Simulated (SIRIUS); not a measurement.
## Cd2S under changes of volume

One of the cells (26.333 Å³/atom); the others are scaled copies at fixed shape and fractional positions:

```
CELL_PARAMETERS angstrom
3.96267 0.00000 0.00000
-1.98134 3.43177 0.00000
0.00000 0.00000 5.80919
ATOMIC_POSITIONS crystal
Cd 0.33333 0.66667 0.93272
Cd 0.66667 0.33333 0.57873
S 0.33333 0.66667 0.36571
```

The cell comes from a database or a generator and needn't be the stable form of this composition.

```yaml
Program: SIRIUS 7.12.0
Functional: PBEsol
Potentials_or_basis: all-electron FP-LAPW
Cutoff: 175 eV
Basis: apw+lo standard
k_mesh: 8 × 8 × 5
Occupations: fermi-dirac, width 0.05 eV
Spin: no spin polarisation
```

```csv
volume (Å³/atom),energy over the lowest point (meV/atom),gap on the mesh (eV)
24.753,0.00,0.20
25.280,3.03,0.21
25.806,?,?
26.333,17.70,0.23
26.860,28.73,0.24
27.386,42.27,0.26
27.913,57.28,0.28
```

What does the run at 25.806 Å³/atom give?

Energy over the lowest point 9.05 meV/atom; gap on the mesh 0.22 eV.

Worked out: A Birch-Murnaghan fit of order 3 (a polynomial in V^(-2/3)) to the other rows has its minimum at 24.55 Å³/atom, just outside them, with B0 = V·E''(V) = 51 GPa and B' = 4.4 at fixed shape and positions, which overstates the stiffness. It gives 8.98 meV/atom at 25.806 Å³/atom, against the run's 9.05. A parabola through the other rows of the gap, of slope 0.514 eV per unit of ln V there, gives 0.22 eV, against the run's 0.22.

Energies are extrapolated to zero smearing.

Caveats: an odd mesh through Γ misses points on the zone boundary, where band edges often lie. Spin-orbit coupling on Cd is left out.
